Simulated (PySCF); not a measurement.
# A diatomic session: CsHg

Aim: find the lowest electronic state of CsHg, scan its bond at several levels of theory, and get bond length, wavenumber and dissociation energy from each curve.

Program: PySCF 2.14.0. Level of theory: Cs def2-SVP with ECP46, Hg def2-SVP with ECP60, scalar-relativistic core potentials. These are calculated values, not measurements.

### 1 Set-up

The job is set up so:

```yaml
atoms: Cs, Hg
charge: 0
basis: Cs def2-SVP with ECP46, Hg def2-SVP with ECP60
Hamiltonian: scalar-relativistic core potentials
basis_functions: 56
electrons_treated: 29
masses_in_u: 132.9054, 201.9706
levels: PBE0, PBE, r²SCAN, BHandHLYP, LDA, BLYP, HF, MP2, SCS-MP2
grid: 80 radial by 434 angular points
occupations: held fixed by the projection of orbital angular momentum
dissociation_limit: Cs + Hg, each in its ground configuration
starting_distance_in_angstrom: 3.580
values_of_2S_to_try: 1, 3
```

The run is started by

```
> OMP_NUM_THREADS=1 python dia.py task.json out
```

After this run come: First curve: PBE0; Higher solutions at PBE0; PBE; r²SCAN (meta-GGA); BHandHLYP; LDA (local density); BLYP (GGA); UHF.

Before running it: what results should come out? Wanted: for each run, Re; ωe; De; μ.

The runs gave:

Lowest PBE0 solution found, without spin–orbit coupling: ²Σ⁺ (doublet), unpaired electrons σ ↑. State 3 has its PBE0 minimum 5.01 eV higher. The other levels ran on the lowest alone.

```
      level  Re (Å)  ωe (cm⁻¹)  De (eV)  μ (D)
    UHF-MP2   4.588       11.6    0.037    n/a
UHF-SCS-MP2   5.092        6.2    0.023    n/a
        LDA   3.981       32.9    0.155  -0.84
        PBE   4.370       21.8    0.068  -0.54
       BLYP   4.592       16.7    0.031  -0.59
     r²SCAN   4.336       21.1    0.070  -0.29
       PBE0   4.476       18.2    0.045  -0.26
  BHandHLYP   4.779       12.0    0.016  -0.13
```

De is counted to Cs + Hg in their ground configurations. A positive dipole means Cs(−)Hg(+). No constants: UHF (no minimum is bracketed among the points kept).

In words: The methods spread over 1.112 Å in bond length, from LDA to UHF-SCS-MP2. Among the levels with a De in the table, it runs from 0.016 eV (BHandHLYP) to 0.155 eV (LDA).

Spin–orbit coupling is left out. The bond is weak, and basis-set superposition, which was not computed, may be a sizeable part of it. With spin–orbit coupling the term label itself may not hold.
